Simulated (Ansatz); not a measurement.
# Si2H6O (disiloxane) at wB97X/cc-pVDZ

What is the electronic atomisation energy of Si2H6O (disiloxane) at wB97X/cc-pVDZ? 

The results are computed with Ansatz 0.2.0.

60 further runs of the same task are left out: 60 set aside as unsound or not needed.

## 1. The molecule

The species is Si2H6O (9 atoms), meant as a singlet with charge 0. As SMILES, `[SiH3]O[SiH3]`. Geometry: relaxed at PBE0-D4/def2-TZVP.

Bond lengths: Si1–O2 1.634 Å, O2–Si3 1.634 Å, Si1–H4 1.487 Å, Si1–H5 1.483 Å, Si1–H6 1.487 Å, Si3–H7 1.483 Å, Si3–H8 1.486 Å, Si3–H9 1.487 Å. Some angles: Si1–O2–Si3 147.2°, O2–Si1–H4 110.2°, O2–Si1–H5 108.3°, O2–Si1–H6 110.2°, O2–Si3–H7 108.3°, O2–Si3–H8 110.2°, O2–Si3–H9 110.2°, H4–Si1–H5 109.6°, H4–Si1–H6 109.0°, H5–Si1–H6 109.6°.

## 2. The energy at wB97X/cc-pVDZ

File molecule.yaml:

```yaml
crystal:
  periodic: [false, false, false]
  atoms:
    - {symbol: Si, position_ang: [-0.710290, 1.052660, -0.919520]}
    - {symbol: O, position_ang: [0.425550, 0.090990, -0.245380]}
    - {symbol: Si, position_ang: [0.775570, -1.038810, 0.881750]}
    - {symbol: H, position_ang: [-1.787270, 0.226580, -1.525660]}
    - {symbol: H, position_ang: [-0.060640, 1.872420, -1.970220]}
    - {symbol: H, position_ang: [-1.306170, 1.942760, 0.111330]}
    - {symbol: H, position_ang: [2.224270, -1.343130, 0.800010]}
    - {symbol: H, position_ang: [-0.009310, -2.275600, 0.628780]}
    - {symbol: H, position_ang: [0.448290, -0.527870, 2.238910]}
basis:
  gaussian:
    orbitals: cc-pVDZ
hamiltonian:
  xc: {name: wB97X}
accuracy: high
output: {orbitals: {seedname: orbitals}}
```

Launch:

```sh
$ ansatz run molecule.yaml --threads 1 --pin off --max-ram 3480MiB --events-out events.jsonl --progress --plain --runs-dir runs
```

The program printed:

```text
Warning: RAYON_NUM_THREADS=1 ignored (pool sized by the plan → 1); use --threads N
Functional definition: wB97X
  name "wB97X"
  parameter omega = 0.3/bohr
  parameter cx = 0.157706
  parameter cx1 = 0.726479
  parameter cx2 = 1.04760
  parameter cx3 = -5.70635
  parameter cx4 = 13.2794
  parameter css1 = -4.33879
  parameter css2 = 18.2308
  parameter css3 = -31.7430
  parameter css4 = 17.2901
  parameter cos1 = 2.37031
  parameter cos2 = -11.3995
  parameter cos3 = 6.58405
  parameter cos4 = -3.78132
  exchange = spin_sum(e_x_unif_sr(omega)*poly(b97_u_x, 1 - cx, cx1, cx2, cx3, cx4)) + cx*exact_x_sr(omega)
      + exact_x_lr(omega)
  correlation = spin_sum(e_c_pw_same_spin*poly(b97_u_same, 1, css1, css2, css3, css4))
      + integral(e_c_pw_opposite_spin*poly(b97_u_opposite, 1, cos1, cos2, cos3, cos4))
1882 factors; integrals over basis functions are off by at most 3.9e-9 eV
388 factors; integrals over basis functions are off by at most 1.9e-9 eV
mean field evaluation 1: about -17897.1795 eV, gradient 4.2e1 eV
mean field evaluation 2: about -17895.9029 eV, gradient 5.1e1 eV
mean field evaluation 4: about -17900.3224 eV, gradient 2.9e-1 eV
mean field evaluation 8: about -17900.4082 eV, gradient 1.5e-2 eV
mean field evaluation 16: about -17900.4082 eV, gradient 3.5e-6 eV
mean field -17900.40819902 eV, -657.8278679814 hartree, gradient 2.3e-8 eV, S^2 0.000000; 0 other end points of the search recorded, 0 dependent functions left out
reference -17900.40819563 eV, -657.8278678570 hartree; 21, 21 occupied and 59, 59 virtual orbitals, 1882 factors
Total energy: -17900.40819563 eV, -657.8278678570 hartree
```

Wall time 24 s (1 thread of Intel Xeon Platinum 8259CL at 2.50GHz (Skylake/Cascade Lake), shared host); peak memory 0.48 GiB.

## 3. The H atom at the same level

File in.yaml:

```yaml
crystal:
  periodic: [false, false, false]
  atoms:
    - {symbol: H, position_ang: [0.000000, 0.000000, 0.000000]}
basis:
  gaussian: {orbitals: cc-pVDZ}
magnetization: {spin_polarized: true, initial_magnetization: 1}
hamiltonian: {xc: {name: wB97X}}
accuracy: high
```

Run the same way, it converges to -0.50060 Eh (log not shown).

## 4. The O atom, same level

File job.yaml:

```yaml
basis:
  gaussian:
    orbitals: cc-pVDZ
crystal:
  periodic: [false, false, false]
  atoms:
    - {symbol: O, position_ang: [0.000000, 0.000000, 0.000000]}
magnetization:
  spin_polarized: true
  initial_magnetization: 2
hamiltonian:
  xc: {name: wB97X}
accuracy: high
```

Launch:

```sh
$ ansatz run job.yaml --threads 1 --pin off --max-ram 3480MiB --events-out events.jsonl --progress --plain --runs-dir runs
```

The program printed, shortened:

```text
Warning: RAYON_NUM_THREADS=1 ignored (pool sized by the plan → 1); use --threads N
[... 2 set-up lines as earlier in the session ...]
[...]
      + exact_x_lr(omega)
[...]
      + integral(e_c_pw_opposite_spin*poly(b97_u_opposite, 1, cos1, cos2, cos3, cos4))
96 factors; integrals over basis functions are off by at most 1.3e-9 eV
51 factors; integrals over basis functions are off by at most 7.0e-10 eV
[...]
mean field -2042.22129346 eV, -75.0502482675 hartree, gradient 5.9e-8 eV, S^2 2.002824; 0 other end points of the search recorded, 0 dependent functions left out
reference -2042.22129313 eV, -75.0502482551 hartree; 5, 3 occupied and 9, 11 virtual orbitals, 96 factors
Total energy: -2042.22129313 eV, -75.0502482551 hartree
```

Run time: 1.5 s. Hardware: 1 thread of Intel Xeon Platinum 8259CL at 2.50GHz (Skylake/Cascade Lake), shared host; peak memory 0.14 GiB.

## 5. The Si atom, same level

File in.yaml:

```yaml
basis:
  gaussian: {orbitals: cc-pVDZ}
crystal:
  periodic: [false, false, false]
  atoms:
    - symbol: Si
      position_ang: [0.000000, 0.000000, 0.000000]
magnetization: {spin_polarized: true, initial_magnetization: 2}
hamiltonian: {xc: {name: wB97X}}
accuracy: high
```

Run the same way, it converges to -289.35699 Eh (log not shown).

## 6. Summary of results

Level: wB97X/cc-pVDZ.

```
                     quantity          value
       molecule: total energy  -657.82787 Eh
        molecule: HOMO energy      -10.95 eV
        molecule: LUMO energy        2.35 eV
      molecule: HOMO–LUMO gap       13.30 eV
         H atom: total energy    -0.50060 Eh
                 H atom: ⟨S²⟩          0.750
         O atom: total energy   -75.05025 Eh
                 O atom: ⟨S²⟩          2.003
        Si atom: total energy  -289.35699 Eh
                Si atom: ⟨S²⟩          2.004
electronic atomisation energy      28.845 eV
```

Taking the molecule apart into free atoms costs 28.84 eV (665 kcal/mol), before zero-point energy and without spin-orbit coupling.
